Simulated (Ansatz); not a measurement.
**Ta: strong compression**

The task here is to estimate one member of a computed series from the others.

Program: Ansatz 0.2.0. Level of theory: DFT LDA, with the methods named in each step. These are calculated values, not measurements.

1 further run of the same task is left out (it didn't finish). Runs told in other sessions of the task aren't counted.

**The starting structure**

Symmetry: Im-3m, No. 229, cubic system. Conventional cell: a = 3.255 Å, b = 3.255 Å, c = 3.255 Å, α = 90.00°, β = 90.00°, γ = 90.00°. Ta (site symmetry m-3m) is surrounded by 8 Ta at 2.82 Å.

Structure file:

```
CELL_PARAMETERS angstrom
-1.62768 1.62768 1.62768
1.62768 -1.62768 1.62768
1.62768 1.62768 -1.62768
ATOMIC_POSITIONS crystal
Ta 0.00000 0.00000 0.00000
```

Whether this phase is the stable one at these pressures isn't tested.

Set-up of the first run:

Input file input.yaml:

```yaml
crystal:
  lattice:
    - [-1.627676064, 1.627676064, 1.627676064]
    - [1.627676064, -1.627676064, 1.627676064]
    - [1.627676064, 1.627676064, -1.627676064]
  atoms:
    - { symbol: Ta, position: [0.0, 0.0, 0.0] }
kpoints:
  mp_grid: { grid: [16, 16, 16] }
scf:
  occupations: { method: fermi_dirac, width: 0.05 }
hamiltonian:
  xc: lda
  pseudopotentials: { kind: paw }
output:
  forces: true
  stress: true
relax:
  f_tol: 0.005
  max_steps: 40
  cell: {}
```

Run with:

```sh
$ ansatz run input.yaml --threads 1 --pin off --max-ram 2048MiB --backend cpu --events-out ev --progress --plain --runs-dir out
```

Among the steps run: Cell relaxed at zero pressure, PAW; Volume scaled by 1, PAW; Volume scaled by 0.95, PAW; Volume scaled by 0.85, PAW; Volume scaled by 0.75, PAW; Volume scaled by 0.65, PAW; Volume scaled by 0.55, PAW; Volume scaled by 0.45, PAW; Volume scaled by 0.4, PAW; Volume scaled by 0.4, PAW (source ansatz).

One table of the session follows, with a row left open; its other results are not shown here.

```
             method  volume over the first  volume (Å³/atom)  pressure (GPa)
                PAW                      1            17.212            0.00
                PAW                   0.95            16.352           12.05
                PAW                   0.85            14.630           47.33
                PAW                   0.75            12.909          107.48
                PAW                   0.65            11.188          208.91
                PAW                   0.55             9.467          409.29
                PAW                   0.45                 ?               ?
                PAW                    0.4             6.885         1232.30
PAW (source ansatz)                    0.4             6.885         1210.32
```

**Question.** Estimate the row for PAW, 0.45.

As computed: volume (Å³/atom): 7.746; pressure (GPa): 834.29. In the column «volume (Å³/atom)» it lies between PAW (source ansatz), 0.4 (6.885) and PAW, 0.55 (9.467).

Limits of these values: At pressures up to 1232 GPa the PAW spheres may overlap and frozen cores may not hold, so those PAW values are rough without an all-electron check.
